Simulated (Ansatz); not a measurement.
**LaP2Ru2 (I4/mmm): equation of state with a fit from a Python script**

Where is the equilibrium volume of LaP2Ru2 (I4/mmm), and how stiff is it? Aim: an equation of state with a fit, for LaP2Ru2 (I4/mmm), run from a script.

Computed with the Python package of Ansatz 0.2.0. Level of theory: DFT PBEsol, plane waves, PAW.

## Step 1: Starting point

Symmetry: I4/mmm, No. 139, tetragonal system. The conventional cell has a = 4.025 Å, b = 4.025 Å, c = 10.951 Å, α = 90.00°, β = 90.00°, γ = 90.00°. Around La (site symmetry 4/mmm) lie 8 P at 3.26 Å and 8 Ru at 3.40 Å. Around P (site symmetry 4mm) lie 4 Ru at 2.32 Å and 4 La at 3.26 Å. Ru (site symmetry -4m2) is surrounded by 4 P at 2.32 Å.

The script holds or builds the structure itself.

## Step 2: Script

Contents of lap2ru2.py:

```python
# -*- coding: utf-8 -*-
'''Bulk modulus of LaP2Ru2 from an E(V) curve.'''

import ansatz
import numpy as np

VECTORS = np.array([
    [-2.012715, 2.012715, 5.475624],
    [2.012715, -2.012715, 5.475624],
    [2.012715, 2.012715, -5.475624],
])
SITES = [
    ('La', (0.0, 0.0, 0.0)),
    ('P', (0.64509, 0.64509, 0.0)),
    ('P', (0.35491, 0.35491, 0.0)),
    ('Ru', (0.75, 0.25, 0.5)),
    ('Ru', (0.25, 0.75, 0.5)),
]


def build(cell):
    crystal = ansatz.Crystal(lattice=ansatz.Lattice.of(cell))
    for symbol, position in SITES:
        crystal = crystal.atom(symbol, position)
    return crystal

# scale the volume, keep shape and fractions
volumes, energies, pressures = [], [], []
for scale in np.linspace(0.95, 1.07, 5):
    cell = VECTORS * scale ** (1 / 3)
    calc = (
        build(cell).calculation()
        .pseudopotentials('paw')
        .functional('PBEsol')
        .occupations('gaussian')  # smearing steadies the SCF of a metal
        .scf(tolerance=1e-08)
        .basis(500)
        .kpoints(9, 9, 9)
        .stress()  # positive in compression
    )
    report = calc.run().report
    volumes.append(abs(np.linalg.det(cell)) / len(SITES))
    energies.append(report['free_energy_ev'] / len(SITES))
    pressures.append(np.trace(report['stress_gpa']) / 3)
    print(f'V = {volumes[-1]:8.4f} A^3/atom  F = {energies[-1]:.5f} eV/atom  P = {pressures[-1]:8.3f} GPa')

# third-order Birch-Murnaghan: a cubic in V^(-2/3)
x = np.array(volumes) ** (-2 / 3)
poly = np.polynomial.Polynomial.fit(x, energies, 3).convert()
roots = poly.deriv().roots()
x0 = min((r.real for r in roots if abs(r.imag) < 1e-9 and poly.deriv(2)(r.real) > 0), key=lambda r: abs(r - x.mean()))
v0 = x0 ** -1.5
b0 = 4 / 9 * poly.deriv(2)(x0) * v0 ** (-7 / 3) * 160.21766
b1 = 4 + 2 / 3 * x0 * poly.deriv(3)(x0) / poly.deriv(2)(x0)
print(f'V0 = {v0:.4f} A^3/atom, B0 = {b0:.1f} GPa, dB/dP = {b1:.2f}')
```

## Step 3: What the engine is handed

The package turns the script's settings into the engine's input (first run):

```yaml
crystal:
  lattice:
    - [-1.9785945948673471, 1.9785945948673471, 5.382798881076518]
    - [1.9785945948673471, -1.9785945948673471, 5.382798881076518]
    - [1.9785945948673471, 1.9785945948673471, -5.382798881076518]
  atoms:
    - { symbol: La, position: [0.0, 0.0, 0.0] }
    - { symbol: P, position: [0.64509, 0.64509, 0.0] }
    - { symbol: P, position: [0.35491, 0.35491, 0.0] }
    - { symbol: Ru, position: [0.75, 0.25, 0.5] }
    - { symbol: Ru, position: [0.25, 0.75, 0.5] }
basis:
  ecutwfc: 500.0
kpoints:
  mp_grid:
    grid: [9, 9, 9]
hamiltonian:
  xc: pbesol
  pseudopotentials:
    kind: paw
scf:
  convergence:
    dr2_threshold: 1.0e-08
  occupations:
    method: gaussian
output:
  stress: true
```

## Step 4: Running it

Started as:

```sh
$ python lap2ru2.py
```

**Question.** Estimate the equilibrium volume and the bulk modulus.

As calculated:

```
                      quantity           value
                 runs compared               5
               range of energy  68.62 meV/atom
lowest point, volume (Å³/atom)          17.391
      equilibrium volume (fit)   17.39 Å³/atom
            bulk modulus (fit)         177 GPa
```

A third-order Birch-Murnaghan fit through the 5 points has its minimum at 17.39 Å³ an atom, 2.0 % below the typed cell, with a bulk modulus of 177 GPa and dB/dP = 4.7. From that minimum the energy rises by 9.6 meV an atom on the compressed side and 68.6 meV on the expanded side. Notes:
- The run is spin-unpolarised.
- Shape and fractional positions are held along the curve, so the bulk modulus is an upper value where they are free to relax.
- Pressure is positive in compression.
- This cell is a computed structure, which may not be the phase found in nature.
